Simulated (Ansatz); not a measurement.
**Cu: element swaps in one structure**

One table from this session's results is given with a row withheld; the runs are named, their logs left out.

Computed with Ansatz 0.2.0 (DFT PBEsol, scalar-relativistic, plane waves, PAW, unless a step's input says otherwise).

1 further run of the same task is left out (set aside as unsound or not needed).

### The starting structure

It takes space group P6_3/mmc (No. 194, hexagonal). The conventional cell has a = 2.520 Å, b = 2.520 Å, c = 8.235 Å, α = 90.00°, β = 90.00°, γ = 120.00°. Around Cu (site symmetry -3m) lie 12 Cu at 2.52 Å. Cu (site symmetry -6m2) has 12 Cu at 2.52 Å as nearest neighbours.

Coordinates:

```
Cu
1.0
     2.51980    0.00000    0.00000
    -1.25990    2.18221    0.00000
     0.00000    0.00000    8.23525
Cu
4
Direct
  0.00000 0.00000 0.00000
  0.33333 0.66667 0.25000
  0.00000 0.00000 0.50000
  0.66667 0.33333 0.75000
```

It goes back to an entry of the Materials Project, which need not be the stable form.

This cell was relaxed beforehand with the same method: volume 11.32 Å³/atom, gap on the mesh none (metal).

The first run:

File input.yaml:

```yaml
crystal:
  lattice:
    - [2.3905616439, 0.0, 0.0]
    - [-1.1952808219, 2.0702871129, 0.0]
    - [0.0, 0.0, 7.8128805543]
  atoms:
    - { symbol: Zn, position: [0.0, 0.0, 0.0] }
    - { symbol: Zn, position: [0.3333333333, 0.6666666667, 0.25] }
    - { symbol: Zn, position: [0.0, 0.0, 0.5] }
    - { symbol: Zn, position: [0.6666666667, 0.3333333333, 0.75] }
basis:
  ecutwfc: 420
kpoints:
  mp_grid: { grid: [12, 12, 4] }
hamiltonian:
  xc: pbesol
scf:
  occupations: { method: gaussian, width: 0.1 }
output:
  forces: true
  stress: true
  eigenvalues: true
```

Run with:

```sh
$ ansatz run input.yaml --threads 1 --pin off --max-ram 2560MiB --backend cpu --events-out ev --progress --plain --runs-dir out
```

Steps of the session up to this table: Quick check of gap, pressure and forces (Zn); Rough relaxation on the coarse mesh (Zn); Relaxing cell and atoms (Zn).

One table of the session follows, with a row left open; its other results are not shown here.

It belongs to the step «The crystals compared». Lengths are those of the vectors of the cell that was run:

| swap | volume (Å³/atom) | a (Å) | b (Å) | c (Å) |
| --- | --- | --- | --- | --- |
| none | 11.32 | 2.520 | 2.520 | 8.235 |
| Cu → Cd | 21.15 | 2.942 | 2.942 | 11.282 |
| Cu → Au | 17.02 | 2.877 | 2.877 | 9.497 |
| Cu → Zn | ? | ? | ? | ? |

Q: Estimate the row for Cu → Zn from the others.

**Answer.** volume (Å³/atom): 14.05; a (Å): 2.672; b (Å): 2.672; c (Å): 9.086. In the column «volume (Å³/atom)» it lies between none (11.32) and Cu → Au (17.02).

Lengths are those of the computed cell. Rows of earlier swaps come from the sessions before.
